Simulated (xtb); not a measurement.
**triplet GaBrCl2: GFN2-xTB (ddCOSMO cs2)**

Wanted: a structure relaxation of triplet GaBrCl2. 

The results are computed with xtb 6.7.1.

7 further runs of the same task are left out: 2 that didn't finish, 5 set aside as unsound or not needed.

### 1 The structure to begin with

GaBrCl2: 4 atoms, total charge 0, spin state triplet. SMILES of the parent species: `[Cl][Ga]([Cl])[Br]`. Geometry: a GFN2-xTB relaxation, a rough one for these elements and not checked as a minimum. That shape belongs to the parent species and isn't relaxed for this state. The run starts from this shape.

Bond lengths: Ga1–Cl2 2.085 Å, Ga1–Cl3 2.085 Å, Ga1–Br4 2.286 Å. Angles: Cl2–Ga1–Cl3 124.4°, Cl2–Ga1–Br4 117.8°, Cl3–Ga1–Br4 117.8°.

### 2 A geometry optimisation at GFN2-xTB (ddCOSMO cs2)

The input, geo.gen:

```
4 C
 Ga Cl Br
   1  1      0.04352000      0.07354000     -0.00037000
   2  2      2.12563000     -0.03292000      0.01246000
   3  2     -1.04534000      1.85112000     -0.01744000
   4  3     -1.12381000     -1.89174000      0.00536000
```

Run with:

```bash
xtb geo.gen --cosmo cs2 -u 2 -v --pop --opt loose --gfn2 | tee geo.out
```

What values should one expect? Wanted: total energy at the end; dipole moment; HOMO energy; LUMO energy; dispersion energy; solvent term in the energy; mean polarisability.

**Answer.** As computed:

At GFN2-xTB (ddCOSMO cs2):

```
                      quantity         value
       total energy at the end  -14.49413 Eh
                 dipole moment        1.48 D
   HOMO energy (partly filled)     -10.41 eV
                   LUMO energy      -5.26 eV
             dispersion energy  -9.78 kJ/mol
    solvent term in the energy  -77.9 kJ/mol
mean polarisability (D4 model)    85.4 bohr³
```

**Reading.** At the final geometry: Bond lengths: Ga1–Cl2 2.281 Å, Ga1–Cl3 2.234 Å, Ga1–Br4 2.861 Å. Angles: Cl2–Ga1–Cl3 102.9°, Cl2–Ga1–Br4 165.1°, Cl3–Ga1–Br4 92.1°. The optimisation took 18 steps and changed the energy by -1.176 eV.
